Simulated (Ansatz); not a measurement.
# PBE0/STO-3G run of BH2SCl (SMILES SBCl)

Aim: the electronic atomisation energy of BH2SCl at PBE0/STO-3G, from 5 runs. 

The calculation is run with Ansatz 0.2.0.

61 further runs of the same task are left out: 1 that didn't finish, 60 set aside as unsound or not needed.

**1. The structure to begin with**

BH2SCl: 5 atoms, total charge 0, spin state singlet. SMILES: `SBCl`. The coordinates come from a PBE0-D4/def2-TZVP relaxation. This is one conformer, not always the lowest.

Bond lengths: S1–B2 1.779 Å, B2–Cl3 1.745 Å, S1–H4 1.343 Å, B2–H5 1.189 Å. Angles: S1–B2–Cl3 118.6°, S1–B2–H5 122.1°, Cl3–B2–H5 119.3°, B2–S1–H4 96.0°.

**2. The energy at PBE0/STO-3G**

Contents of run.yaml:

```yaml
crystal:
  periodic: [false, false, false]
  atoms:
    - {symbol: S, position_ang: [-1.294500, -0.008800, -0.323500]}
    - {symbol: B, position_ang: [0.402900, -0.217800, 0.164700]}
    - {symbol: Cl, position_ang: [0.888700, -1.738900, 0.868900]}
    - {symbol: H, position_ang: [-1.157600, 1.248200, -0.777100]}
    - {symbol: H, position_ang: [1.210400, 0.643400, 0.025700]}
basis:
  gaussian:
    orbitals: STO-3G
hamiltonian:
  xc: {name: PBE0}
accuracy: high
```

Command:

```sh
$ ansatz run run.yaml --threads 1 --pin off --max-ram 2610MiB --events-out events.jsonl --progress --plain --runs-dir runs
```

What it wrote:

```text
Warning: RAYON_NUM_THREADS=1 ignored (pool sized by the plan → 1); use --threads N
Functional definition: PBE0
  name "PBE0"
  parameter a = 0.25
  parameter kappa = 0.804
  parameter beta = 0.06672455060314922
  exchange = (1 - a)*pbe_x(kappa = kappa, mu = beta*pi^2/3) + a*exact_x
  correlation = pbe_c(beta = beta)
450 factors; integrals over basis functions are off by at most 2.0e-8 eV
mean field evaluation 1: about -23795.0945 eV, gradient 1.4e1 eV
mean field evaluation 2: about -23795.1076 eV, gradient 1.5e1 eV
mean field evaluation 4: about -23795.9044 eV, gradient 4.7e-1 eV
mean field evaluation 8: about -23795.8837 eV, gradient 2.8e-3 eV
mean field evaluation 16: about -23795.8837 eV, gradient 1.3e-8 eV
mean field -23795.88371431 eV, -874.4825970717 hartree, gradient 1.3e-8 eV, S^2 0.000000; 0 other end points of the search recorded, 0 dependent functions left out
reference -23795.88371564 eV, -874.4825971204 hartree; 20, 20 occupied and 5, 5 virtual orbitals, 450 factors
Total energy: -23795.88371564 eV, -874.4825971204 hartree
```

It took 1.4 s on 1 thread of Arm Neoverse V1, shared host; peak memory 0.1 GiB.

**3. The B atom at the same level**

Contents of run.yaml:

```yaml
crystal:
  periodic: [false, false, false]
  atoms:
    - {symbol: B, position_ang: [0.000000, 0.000000, 0.000000]}
basis:
  gaussian: {orbitals: STO-3G}
magnetization: {spin_polarized: true, initial_magnetization: 1}
hamiltonian: {xc: pbe0}
accuracy: high
```

Run the same way, it converges to -24.23604 Eh (log not shown).

**4. The Cl atom, same level**

Contents of molecule.yaml:

```yaml
crystal:
  periodic: [false, false, false]
  atoms:
    - {symbol: Cl, position_ang: [0.000000, 0.000000, 0.000000]}
basis:
  gaussian: {orbitals: STO-3G}
magnetization: {spin_polarized: true, initial_magnetization: 1}
hamiltonian: {xc: {name: PBE0}}
accuracy: high
```

Run the same way, it converges to -454.98903 Eh (log not shown).

**5. The H atom, same level**

Contents of in.yaml:

```yaml
crystal:
  periodic: [false, false, false]
  atoms:
    - symbol: H
      position_ang: [0.000000, 0.000000, 0.000000]
basis:
  gaussian: {orbitals: STO-3G}
magnetization: {spin_polarized: true, initial_magnetization: 1}
accuracy: high
hamiltonian: {xc: {name: PBE0}}
```

Command:

```sh
$ ansatz run in.yaml --threads 1 --pin off --max-ram 2610MiB --events-out events.jsonl --progress --plain --runs-dir runs
```

What it wrote:

```text
Warning: RAYON_NUM_THREADS=1 ignored (pool sized by the plan → 1); use --threads N
[... 7 set-up lines as earlier in the session ...]
1 factors; integrals over basis functions are off by at most 4.6e-10 eV
mean field evaluation 1: about -12.6944 eV, gradient 0.0e0 eV
mean field evaluation 2: about -12.6944 eV, gradient 0.0e0 eV
mean field -12.69435959 eV, -0.4665091103 hartree, gradient 0.0e0 eV, S^2 0.750000; 0 other end points of the search recorded, 0 dependent functions left out
reference -12.69436041 eV, -0.4665091406 hartree; 1, 0 occupied and 0, 1 virtual orbitals, 1 factors
Total energy: -12.69436041 eV, -0.4665091406 hartree
```

Wall time 0.08 s (1 thread of Arm Neoverse V1, shared host).

**6. The S atom**

Contents of molecule.yaml:

```yaml
basis:
  gaussian:
    orbitals: STO-3G
crystal:
  periodic: [false, false, false]
  atoms:
    - {symbol: S, position_ang: [0.000000, 0.000000, 0.000000]}
magnetization:
  spin_polarized: true
  initial_magnetization: 2
hamiltonian:
  xc: {name: PBE0}
accuracy: high
```

Run the same way, it converges to -393.54590 Eh (log not shown).

**7. Summary of results**

At PBE0/STO-3G:

| quantity | value |
| --- | --- |
| molecule: total energy | -874.48260 Eh |
| B atom: total energy | -24.23604 Eh |
| B atom: ⟨S²⟩ | 0.750 |
| Cl atom: total energy | -454.98903 Eh |
| Cl atom: ⟨S²⟩ | 0.750 |
| H atom: total energy | -0.46651 Eh |
| H atom: ⟨S²⟩ | 0.750 |
| S atom: total energy | -393.54590 Eh |
| S atom: ⟨S²⟩ | 2.000 |
| electronic atomisation energy | 21.187 eV |

What this shows: Taking the molecule apart into free atoms costs 21.19 eV (489 kcal/mol), before zero-point energy and without spin-orbit coupling. In a minimal basis such a difference can be off by several eV, whatever the method.
